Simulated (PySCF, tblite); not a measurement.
**C5H15PSi2: geometry, infrared bands and NMR shifts**

Aim: predict the infrared bands and NMR shifts of C5H15PSi2 (`[SiH3]P[SiH2]C1CCCC1`).

Programs: tblite 0.8.0 and PySCF 2.14.0, with density-fitted response routines of our own. Each step states its level of theory. These are calculated values for one molecule in the gas phase, unless marked as measured. Atoms count from 0, in the outputs and in this text.

## 1. Starting geometry

23 atoms, charge 0, multiplicity 1; geometry from: force field or distance geometry start.

Bonds of the start (Å): Si0–P1 2.22, P1–Si2 2.20, Si2–C3 1.88, C3–C4 1.53, C4–C5 1.52, C5–C6 1.53, C6–C7 1.53, C7–C3 1.54, Si0–H8 1.48, Si0–H9 1.47, Si0–H10 1.48, P1–H11 1.43, Si2–H12 1.47, Si2–H13 1.48, C3–H14 1.10, C4–H15 1.09, C4–H16 1.09, C5–H17 1.09, C5–H18 1.09, C6–H19 1.10, C6–H20 1.10, C7–H21 1.10, C7–H22 1.10.

## 2. Relaxing the molecule with GFN2-xTB

Job settings and geometry (Å):

```
{"job": {"kind": "relax", "xc": "GFN2-xTB", "basis": "xTB"}, "charge": 0, "multiplicity": 1}
Si     4.334200     0.024000     0.580600
P      2.428300     1.119100     0.901200
Si     1.257400    -0.097200    -0.509200
C     -0.553800     0.398200    -0.400300
C     -1.494400    -0.311800    -1.372000
C     -2.889200     0.035200    -0.867700
C     -2.742100     0.167500     0.645500
C     -1.239100     0.113400     0.952500
H      4.119600    -1.427800     0.802800
H      4.809200     0.276200    -0.791900
H      5.321300     0.518300     1.558900
H      2.034400     0.461400     2.103100
H      1.746300     0.161500    -1.874100
H      1.410100    -1.531700    -0.185800
H     -0.615100     1.480100    -0.581100
H     -1.350900     0.028300    -2.399100
H     -1.351000    -1.395400    -1.358100
H     -3.213500     0.987700    -1.287000
H     -3.624200    -0.716500    -1.141900
H     -3.266000    -0.639400     1.176600
H     -3.177700     1.118600     0.994200
H     -0.990200    -0.887200     1.327300
H     -0.958400     0.838200     1.735800
```

Run with:

```
> OMP_NUM_THREADS=1 python probes_run.py task.json out
```

This one command runs all jobs of the session in turn.

**Question.** This job is followed by: GFN2-xTB harmonic vibrations, gas phase; GIAO PBE0/pcSseg-1 NMR shielding, non-relativistic, gas phase. Predict these results of the whole session: strongest single infrared mode (GFN2-xTB); zero-point energy (GFN2-xTB); 13C shifts against TMS (PBE0/pcSseg-1, means over atoms taken as alike); 1H shifts against TMS (PBE0/pcSseg-1, means over atoms taken as alike); 29Si shifts against TMS (PBE0/pcSseg-1); 31P shifts against H3PO4 (PBE0/pcSseg-1); surface potential, 1st and 99th percentile.

**Answer**, as computed:

```
                                                               quantity                                               value
                              strongest single infrared mode (GFN2-xTB)                                682 cm⁻¹, 395 km/mol
                                           zero-point energy (GFN2-xTB)                                      112.6 kcal/mol
13C shifts against TMS (PBE0/pcSseg-1, means over atoms taken as alike)                                34.2, 30.5, 27.9 ppm
 1H shifts against TMS (PBE0/pcSseg-1, means over atoms taken as alike)  4.25, 4.08, 1.90, 1.85, 1.71, 1.11, 0.89, 0.30 ppm
                                29Si shifts against TMS (PBE0/pcSseg-1)                                    -37.8, -83.5 ppm
                               31P shifts against H3PO4 (PBE0/pcSseg-1)                                          -333.8 ppm
                                  surface potential, 1st and 99th percentile                                  -0.97 V and 0.90 V
```

**Reading.** Relaxing lowered the energy by 0.104 eV in 77 steps; the close pair that moved most is P1–H11, from 1.426 to 1.379 Å. All 63 modes are real, so the xTB geometry is a minimum. The strongest single mode, at 682 cm⁻¹, is carried by H12, H11, H13. Unscaled tight-binding wavenumbers are off by several per cent, some by more. Its intensities can rank the bands wrongly. At PBE0/pcSseg-1: The largest span, 145 ppm, is at P1, where the paramagnetic term is -319 ppm.
